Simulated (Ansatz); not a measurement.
# TiC (septet): from Hartree-Fock to the top rungs, def2-TZVPP

The task here is to estimate one member of a computed series from the others.

The runs use Ansatz 0.2.0, Gaussian basis; def2-TZVPP, core rule «outside noble gas», up to 10 orbitals frozen.

To be run: UHF; ROHF; CCSD(T) on UHF.

### What is computed

The geometry is a PBE0/def2-TZVP stationary point (not a proven minimum) of the parent state, kept for this charge and spin.

2 atoms, charge 0, spin multiplicity 7.

Atoms are counted from 1 here; the program's logs count them from 0.

Bond lengths: Ti1–C2 1.805 Å.

The first run:

in.yaml reads:

```yaml
crystal:
  periodic: [false, false, false]
  atoms:
    - {symbol: Ti, position_ang: [0.000000, 0.000000, 0.000000]}
    - {symbol: C, position_ang: [0.000000, 0.000000, 1.805200]}
basis:
  gaussian: {orbitals: def2-TZVPP}
magnetization: {spin_polarized: true, initial_magnetization: 6}
hamiltonian: {xc: hf}
output: {orbitals: {seedname: orbitals}}
```

Started as:

```
$ ansatz run in.yaml --threads 1 --pin off --events-out ev --progress --plain --max-ram 4096MiB --backend cpu
```

Steps of the session up to this table: UHF; ROHF; CCSD(T) on UHF.

One of the session's tables, all rows but one given; the rest of the session is left out.

```
  method  from UCCSD(T) (kJ/mol)
    ROHF                  +423.4
     UHF                  +410.0
    UMP2                       ?
   UCCSD                   +17.9
UCCSD(T)                       0
```

**Question.** Estimate the row for UMP2.

As computed: from UCCSD(T) (kJ/mol): +83.7. In the column «from UCCSD(T) (kJ/mol)» it lies between UCCSD (+17.9) and UHF (+410.0).
